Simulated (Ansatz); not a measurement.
Run this with the Ansatz DFT code, driven from Python and show what comes out.

`edit_k3na.py`:
```python
import ansatz as az
import pandas as pd
from pymatgen.core import Lattice, Structure
from pymatgen.io.ase import AseAtomsAdaptor

FUNCTIONAL = "r2scan"
KMESH = (4, 4, 4)
SMEARING = "Fermi-Dirac"

pmg_structure = Structure(
    Lattice([(6.369323, 0.0, 0.0), (0.0, 6.369323, 0.0), (0.0, 0.0, 6.369323)]),
    ["K", "K", "K", "Na"],
    [
        (0.0, 0.5, 0.5),
        (0.5, 0.0, 0.5),
        (0.5, 0.5, 0.0),
        (0.0, 0.0, 0.0),
    ],
)
crystal = az.Crystal.from_ase(AseAtomsAdaptor.get_atoms(pmg_structure))

model = (
    crystal.calculation()
    .functional(FUNCTIONAL)
    .kpoints(*KMESH)
    .occupations(SMEARING, width=150 * az.meV)
    .pseudopotentials("paw")
    .band_table()
)
typed = model.input()
rows = []
for value in [1, 2, 3]:
    edited = typed.set(az.key.basis.xc_grid, value)
    data = az.Session.from_dict(edited).plan().execute().report
    rows.append((value, data["free_energy_ev"], data["n_iterations"], len(data["eigenvalues_ev"][0]) if "eigenvalues_ev" in data else 0))
print(pd.DataFrame(rows, columns=["xc grid", "F eV", "iterations", "bands listed"]).round(4).to_string(index=False))
```

```console
$ python edit_k3na.py
DeckWarning: basis.ecutwfc = 500 eV, auto-derived from the records' recommended cutoffs: set by K (their level for a meta-GGA)
 xc grid       F eV  iterations  bands listed
       1 -6116.0417           8            28
       2 -6116.0423           8            28
       3 -6116.0423           8            28
```
(Warnings from the package without file and line, repeats left out.)

What to keep in mind:
- Total energies depend on the potentials; only differences at equal settings carry meaning. A total without «per atom» is that of the cell as typed.
- The mesh is modest for a metal, so energies can be off by several to tens of meV an atom and pressures by half a GPa or more; differences at equal mesh fare better.
- The smearing is wide enough that free energy and stress hold a thermal part of the electrons.
- The structure comes from a database of computed cells and needn't be a stable or known phase.
- Finished in 8.1 s on 1 thread of AMD EPYC 9R45 96-Core Processor (Zen 5) (shared host), peak memory 0.79 GiB.

(Lines on the test bed's own set-up are left out of the output.)
